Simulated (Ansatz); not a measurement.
# GeH6SSi: the cost of one run

Program: Ansatz 0.2.0. Level of theory: RKS PBE0/def2-SVP. These are calculated values, not measurements.

1 further run of the same task is left out (it didn't finish).

### Step 1. The system as given

Bond lengths: Si1–S2 2.084 Å, S2–Ge3 2.218 Å, Si1–H4 1.422 Å, Si1–H5 1.520 Å, Si1–H6 1.498 Å, Ge3–H7 1.604 Å, Ge3–H8 1.495 Å, Ge3–H9 1.583 Å. Angles: Si1–S2–Ge3 90.9°, S2–Si1–H4 110.7°, S2–Si1–H5 110.5°, S2–Si1–H6 111.9°, H4–Si1–H5 106.9°, H4–Si1–H6 110.9°, H5–Si1–H6 105.9°, S2–Ge3–H7 107.7°, S2–Ge3–H8 109.9°, S2–Ge3–H9 109.8°, H7–Ge3–H8 108.9°, H7–Ge3–H9 107.3°, H8–Ge3–H9 113.0°.

As a file:

```xyz
9

Si   -0.6277    1.0834   -0.8673
S     1.3595    0.5308   -0.5665
Ge    0.7373   -1.0928    0.8109
H    -1.3620    0.0164   -1.4532
H    -0.7127    2.2578   -1.8286
H    -1.2767    1.5450    0.4009
H     2.0651   -1.8308    1.3270
H    -0.1140   -2.0807    0.0798
H     0.0196   -0.4754    2.0800
```

### Step 2. Relaxing end A

Contents of input.yaml:

```yaml
crystal:
  periodic: [false, false, false]
  atoms:
    - { symbol: Si, position_ang: [-0.6277, 1.0834, -0.8673] }
    - { symbol: S, position_ang: [1.3595, 0.5308, -0.5665] }
    - { symbol: Ge, position_ang: [0.7373, -1.0928, 0.8109] }
    - { symbol: H, position_ang: [-1.362, 0.0164, -1.4532] }
    - { symbol: H, position_ang: [-0.7127, 2.2578, -1.8286] }
    - { symbol: H, position_ang: [-1.2767, 1.545, 0.4009] }
    - { symbol: H, position_ang: [2.0651, -1.8308, 1.327] }
    - { symbol: H, position_ang: [-0.114, -2.0807, 0.0798] }
    - { symbol: H, position_ang: [0.0196, -0.4754, 2.08] }
basis:
  gaussian: { orbitals: def2-SVP }
hamiltonian:
  xc: pbe0
relax:
  f_tol: 0.02
  max_steps: 50
```

Command:

```console
> ansatz run input.yaml --threads 2 --pin off --max-ram 3072MiB --backend cpu --events-out ev --progress --plain --runs-dir out
```

Q: Estimate wall time and peak memory on 2 threads of Arm Neoverse N1, shared host.

About 24 s, with a peak of 0.23 GiB.
